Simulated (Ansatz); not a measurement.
# LaIr2: the cost of one run

All numbers are computed with the Python package of Ansatz 0.2.0. Level of theory: DFT PBEsol, plane waves, PAW.

## 1. The system

The structure is cubic, space group Fd-3m (No. 227). Conventional cell: a = 7.686 Å, b = 7.686 Å, c = 7.686 Å, α = 90.00°, β = 90.00°, γ = 90.00°. La (site symmetry -43m) has 12 Ir at 3.19 Å and 4 La at 3.33 Å as nearest neighbours. Around Ir (site symmetry -3m) lie 6 Ir at 2.72 Å.

No structure file is read: the coordinates are typed or built in the script.

## 2. Script

Input file drho_lair2.py:

```python
"""Density of LaIr2 less that of its sublattices."""

from dataclasses import dataclass

import ansatz as az
import numpy as np


@dataclass
class Settings:
    functional: str = "PBEsol"
    smearing: str = "fermi_dirac"
    sigma: float = 0.05
    cutoff_ev: int = 460
    mesh: tuple[int, ...] = (5, 5, 5)


settings = Settings()

VECTORS = np.array([
    [0.0, 3.843, 3.843],
    [3.843, 0.0, 3.843],
    [3.843, 3.843, 0.0],
])
SITES = [
    ("La", (0.0, 0.0, 0.0)),
    ("La", (0.25, 0.25, 0.25)),
    ("Ir", (0.625, 0.625, 0.625)),
    ("Ir", (0.125, 0.625, 0.625)),
    ("Ir", (0.625, 0.625, 0.125)),
    ("Ir", (0.625, 0.125, 0.625)),
]


def on_lattice(cell):
    crystal = az.Crystal(lattice=az.Lattice.of(cell))
    for symbol, position in SITES:
        crystal = crystal.atom(symbol, position)
    return crystal


def main() -> None:
    # one cutoff and one grid for all runs, so that the fields can be subtracted
    def solve(crystal):
        return (
            crystal.calculation()
            .functional(settings.functional)
            .occupations(settings.smearing, width=settings.sigma)  # smearing steadies the SCF of a metal
            .basis(settings.cutoff_ev, grid_basis="typed")
            .kpoints(*settings.mesh)
            .density()  # keep the density on its grid
            .run(threads=1)
        )


    whole = solve(on_lattice(VECTORS))
    difference = whole.density().channels[0].density_e_per_ang3.copy()
    binding = whole.report["free_energy_ev"]
    for element in ["La", "Ir"]:
        part = az.Crystal(lattice=az.Lattice.of(VECTORS))
        for symbol, position in SITES:
            if symbol == element:
                part = part.atom(symbol, position)
        alone = solve(part)
        difference -= alone.density().channels[0].density_e_per_ang3
        binding -= alone.report["free_energy_ev"]
        print(f"{element} sublattice: {alone.report['n_electrons']:g} electrons, {alone.report['n_iterations']} iterations")

    voxel = abs(np.linalg.det(VECTORS)) / difference.size
    print(f"energy of the crystal less its unpolarised sublattices: {binding / len(SITES):.4f} eV/atom")
    print(f"net charge of the difference {difference.sum() * voxel:.5f} e, charge rearranged {0.5 * np.abs(difference).sum() * voxel:.3f} e")
    print(f"extremes {difference.min():.4f} and {difference.max():.4f} e/A^3")
    for (symbol, position) in SITES:
        index = tuple(int(round(p * n)) % n for p, n in zip(position, difference.shape))
        print(f"  change of the pseudo-density at the grid point nearest {symbol}: {difference[index]:+.4f} e/A^3")
    profile = difference.mean(axis=(0, 1))
    print("planar mean along the third vector:", np.round(profile[:: max(len(profile) // 12, 1)], 4))


if __name__ == "__main__":
    main()
```

## 3. What the engine is handed

The package turns the script's settings into the engine's input (first run):

```yaml
crystal:
  lattice:
    - [0.0, 3.843, 3.843]
    - [3.843, 0.0, 3.843]
    - [3.843, 3.843, 0.0]
  atoms:
    - { symbol: La, position: [0.0, 0.0, 0.0] }
    - { symbol: La, position: [0.25, 0.25, 0.25] }
    - { symbol: Ir, position: [0.625, 0.625, 0.625] }
    - { symbol: Ir, position: [0.125, 0.625, 0.625] }
    - { symbol: Ir, position: [0.625, 0.625, 0.125] }
    - { symbol: Ir, position: [0.625, 0.125, 0.625] }
basis:
  ecutwfc: 460.0
  fft_grid_basis: typed
kpoints:
  mp_grid:
    grid: [5, 5, 5]
hamiltonian:
  xc: pbesol
scf:
  occupations:
    method: fermi_dirac
    width: 0.05
output:
  write_density: true
```

## 4. Launch

Command:

```
$ python drho_lair2.py
```

What time and memory should one allow on 1 thread of Arm Neoverse V2, shared host?

About 8.3 s, with a peak of 0.47 GiB.
